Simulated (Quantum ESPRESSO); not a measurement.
GdO, 2 atoms in the cell. Symmetry: F-43m, No. 216, cubic system. Conventional cell: a = 5.400 Å, b = 5.400 Å, c = 5.400 Å, α = 90.00°, β = 90.00°, γ = 90.00°. Gd (site symmetry -43m) has 4 O at 2.34 Å as nearest neighbours. O (site symmetry -43m) is surrounded by 4 Gd at 2.34 Å. 

* Program: Quantum ESPRESSO 7.5
* Task: Wannier functions
* Functional: PBE
* Potentials or basis: JTH 2.0 PBE
* Cutoff: 707 eV
* Density cutoff: 4245 eV
* k mesh: 7 × 7 × 7
* Occupations: fermi-dirac, width 0.05 eV
* Spin: collinear spin, ferromagnetic start
* Starting moments: [7.0, 0.0] μB
* Iterations: 0
* Mixing beta: 0.3
* Most SCF iterations: 120
* SCF threshold: 4e-10 Ry
* k mesh for the Wannier functions: 4 × 4 × 4
* Projections: Gd spdf, O sp

Potentials or basis: JTH 2.0 PBE.

Command:

```bash
$ OMP_NUM_THREADS=1 pw.x -in pw.in > pw.out
$ OMP_NUM_THREADS=1 pw.x -in nscf.in > nscf.out
$ wannier90.x -pp w_up
$ OMP_NUM_THREADS=1 pw2wannier90.x -in pw2wan_up.in > pw2wan_up.out
$ wannier90.x w_up
$ wannier90.x -pp w_dn
$ OMP_NUM_THREADS=1 pw2wannier90.x -in pw2wan_dn.in > pw2wan_dn.out
$ wannier90.x w_dn
$ OMP_NUM_THREADS=1 pw.x -in bands.in > bands.out
```

Hardware: 1 thread of Intel(R) Xeon(R) Platinum 8488C (Sapphire Rapids) (shared host).

**Question.** How long does it take, and how much memory?

**Answer.** It took 6.4 min on 1 thread of Intel(R) Xeon(R) Platinum 8488C (Sapphire Rapids) (shared host), peak memory 0.31 GiB. Counts: scf iterations 18, k pools 1, bands 22, k points 20, g dense 24693.
